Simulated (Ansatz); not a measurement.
# InSe: the cost of one run

Computed with Ansatz 0.2.0 (DFT PBEsol, scalar-relativistic, plane waves, PAW, unless a step's input says otherwise).

2 further runs of the same task are left out: 2 set aside as unsound or not needed.

## 1. Starting point

It takes space group P-6m2 (No. 187, hexagonal). The conventional cell has a = 4.008 Å, b = 4.008 Å, c = 16.867 Å, α = 90.00°, β = 90.00°, γ = 120.00°. In (site symmetry 3m) has 3 Se at 2.64 Å and 1 In at 2.78 Å in its first shell of neighbours. Se (site symmetry 3m) is surrounded by 3 In at 2.64 Å.

As a file:

```cif
data_structure
_symmetry_space_group_name_H-M 'P 1'
_symmetry_Int_Tables_number 1
_cell_length_a 4.0082
_cell_length_b 4.0082
_cell_length_c 16.8669
_cell_angle_alpha 90.000
_cell_angle_beta 90.000
_cell_angle_gamma 120.000
_cell_volume 234.68
loop_
_atom_site_label
_atom_site_type_symbol
_atom_site_fract_x
_atom_site_fract_y
_atom_site_fract_z
_atom_site_occupancy
In1 In 0.00000 0.00000 0.58231 1
In2 In 0.00000 0.00000 0.41769 1
In3 In 0.33333 0.66667 0.91770 1
In4 In 0.33333 0.66667 0.08230 1
Se1 Se 0.66667 0.33333 0.84194 1
Se2 Se 0.66667 0.33333 0.15806 1
Se3 Se 0.33333 0.66667 0.65805 1
Se4 Se 0.33333 0.66667 0.34195 1
```

It goes back to an entry of the Materials Project, which need not be the stable form.

This cell was relaxed beforehand with the same method: volume 29.33 Å³/atom, gap on the mesh 0.37 eV.

## 2. The reference: the undisturbed cell on the scan's mesh

input.yaml reads:

```yaml
crystal:
  lattice:
    - [4.00823383, 0.0, 0.0]
    - [-2.004116915, 3.4712323211, 0.0]
    - [0.0, 0.0, 16.8669192817]
  atoms:
    - { symbol: In, position: [0.0, 0.0, 0.5823102499] }
    - { symbol: In, position: [0.0, 0.0, 0.4176897501] }
    - { symbol: In, position: [0.3333333333, 0.6666666667, 0.9176962956] }
    - { symbol: In, position: [0.3333333333, 0.6666666667, 0.0823037044] }
    - { symbol: Se, position: [0.6666666667, 0.3333333333, 0.8419435273] }
    - { symbol: Se, position: [0.6666666667, 0.3333333333, 0.1580564727] }
    - { symbol: Se, position: [0.3333333333, 0.6666666667, 0.6580512574] }
    - { symbol: Se, position: [0.3333333333, 0.6666666667, 0.3419487426] }
basis:
  ecutwfc: 420
kpoints:
  mp_grid: { grid: [6, 6, 2] }
hamiltonian:
  xc: pbesol
scf:
  occupations: { method: gaussian, width: 0.03 }
output:
  forces: true
  stress: true
  eigenvalues: true
  write_density: true
  write_potential: true
  elf: true
  volumetric_format: npy
```

Launch:

```console
$ ansatz run input.yaml --threads 2 --pin off --max-ram 5120MiB --backend cpu --events-out ev --progress --plain --runs-dir out
```

Q: Estimate wall time and peak memory on 2 threads of Intel Xeon 6975P-C (Granite Rapids), shared host.

About 6.3 s, with a peak of 0.63 GiB.
